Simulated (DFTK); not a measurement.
HfB in DFTK: convergence with k mesh

The system is HfB.

```
Hf B
1.0
     0.00000    2.31000    2.31000
     2.31000    0.00000    2.31000
     2.31000    2.31000    0.00000
Hf B
1 1
Cartesian
  2.3100 2.3100 2.3100
  0.0000 0.0000 0.0000
```

- Program: DFTK 0.8.2
- Task: convergence study
- Functional: PBEsol
- Potentials or basis: dojo.nc.sr.pbesol.v0_4_1.standard.upf (PBEsol)
- Cutoff: 1034 eV
- k mesh: 2 × 2 × 2
- Occupations: fermi-dirac, width 0.15 eV
- Spin: no spin polarisation

These are the settings of the first run; the series varies k mesh, with any setting tied to it.

Hardware: 1 thread of Intel(R) Xeon(R) Platinum 8488C (Sapphire Rapids), on a shared host.

Task: The values tried are 2 × 2 × 2, 3 × 3 × 3, 4 × 4 × 4, 6 × 6 × 6, 8 × 8 × 8, 9 × 9 × 9, 11 × 11 × 11, 13 × 13 × 13, loosest first. From which on does the pressure stay within 0.1 GPa of the tightest run that finished?

Result: From 8 × 8 × 8 on.

| k mesh | energy less the tightest run, at zero smearing (meV/atom) | pressure (GPa) | SCF cycles |
| --- | --- | --- | --- |
| 2 × 2 × 2 | 102.25 | 22.02 | 11 |
| 3 × 3 × 3 | -33.92 | 24.14 | 9 |
| 4 × 4 × 4 | 40.49 | 26.55 | 10 |
| 6 × 6 × 6 | -12.08 | 25.17 | 9 |
| 8 × 8 × 8 | 4.30 | 25.11 | 10 |
| 9 × 9 × 9 | -1.82 | 25.03 | 9 |
| 11 × 11 × 11 | 1.51 | 25.06 | 9 |
| 13 × 13 × 13 | 0.00 | 25.05 | 9 |

Not settled before the last step: the energy (to 1 meV/atom). Meshes of other sizes hit other points, so gaps and Fermi surfaces needn't settle smoothly. The tightest run that finished is the yardstick and may itself not be fully converged.

Caveat, for the tightest run too: so large a pressure means that the cell lies far from this level's equilibrium, or that cutoff or potentials fall short. The run has no spin-orbit coupling, so splittings on Hf are missing.
